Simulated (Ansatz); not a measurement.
# C2H10OSi: the cost of one run

All numbers below are computed with Ansatz 0.2.0 (UKS PBE-D4/STO-3G).

## (1) The starting structure

Bond lengths: Si1–O2 2.062 Å, O2–C3 1.402 Å, Si1–H4 1.476 Å, Si1–H5 1.461 Å, Si1–C6 1.897 Å, C3–H9 1.091 Å, C3–H10 1.094 Å, C3–H11 1.095 Å, C6–H12 1.086 Å, C6–H13 1.084 Å, C6–H14 1.086 Å. Angles (14 of 19 angles, heavy atoms first): Si1–O2–C3 131.4°, O2–Si1–C6 113.3°, O2–Si1–H4 90.8°, O2–Si1–H5 119.3°, H4–Si1–C6 105.5°, H5–Si1–C6 118.3°, O2–C3–H9 109.4°, O2–C3–H10 109.7°, O2–C3–H11 110.7°, Si1–C6–H12 110.7°, Si1–C6–H13 111.9°, Si1–C6–H14 111.2°, H4–Si1–H5 103.8°, H9–C3–H10 108.8°.

Coordinates:

```xyz
14

Si    0.0903    0.3536    1.0047
O     0.8242   -0.5756   -0.6838
C     0.5988   -1.8554   -1.2103
H    -0.5686   -0.8970    1.4305
H     1.0001    0.6606    2.1055
C    -1.3198    1.5688    0.6385
H     1.3572    0.5873   -0.7986
H     1.2426    1.2997   -0.1363
H     0.1578   -2.4920   -0.4413
H     1.5481   -2.2942   -1.5305
H    -0.0831   -1.8067   -2.0661
H    -2.1373    1.4310    1.3393
H    -0.9939    2.6002    0.7104
H    -1.7163    1.4197   -0.3618
```

## (2) Run 1

150 steps of 0.5 fs at constant energy, with velocities drawn for 1000 K.

The input, input.yaml:

```yaml
crystal:
  periodic: [false, false, false]
  atoms:
    - { symbol: Si, position_ang: [0.0903, 0.3536, 1.0047] }
    - { symbol: O, position_ang: [0.8242, -0.5756, -0.6838] }
    - { symbol: C, position_ang: [0.5988, -1.8554, -1.2103] }
    - { symbol: H, position_ang: [-0.5686, -0.897, 1.4305] }
    - { symbol: H, position_ang: [1.0001, 0.6606, 2.1055] }
    - { symbol: C, position_ang: [-1.3198, 1.5688, 0.6385] }
    - { symbol: H, position_ang: [1.3572, 0.5873, -0.7986] }
    - { symbol: H, position_ang: [1.2426, 1.2997, -0.1363] }
    - { symbol: H, position_ang: [0.1578, -2.492, -0.4413] }
    - { symbol: H, position_ang: [1.5481, -2.2942, -1.5305] }
    - { symbol: H, position_ang: [-0.0831, -1.8067, -2.0661] }
    - { symbol: H, position_ang: [-2.1373, 1.431, 1.3393] }
    - { symbol: H, position_ang: [-0.9939, 2.6002, 0.7104] }
    - { symbol: H, position_ang: [-1.7163, 1.4197, -0.3618] }
magnetization:
  spin_polarized: true
basis:
  gaussian: { orbitals: STO-3G }
hamiltonian:
  xc: pbe
  dispersion: d4
md:
  timestep: 0.5
  n_steps: 150
  ensemble: nve
  temperature: 1000.0
  initial_velocities: maxwell_boltzmann
  seed: 915639
```

On the command line:

```bash
> ansatz run input.yaml --threads 1 --pin off --max-ram 2048MiB --backend cpu --events-out ev --progress --plain --runs-dir out
```

What time and memory should one allow on 1 thread of AMD EPYC 9B45 (Zen 5), shared host?

About 3.2 min, with a peak of 0.13 GiB.
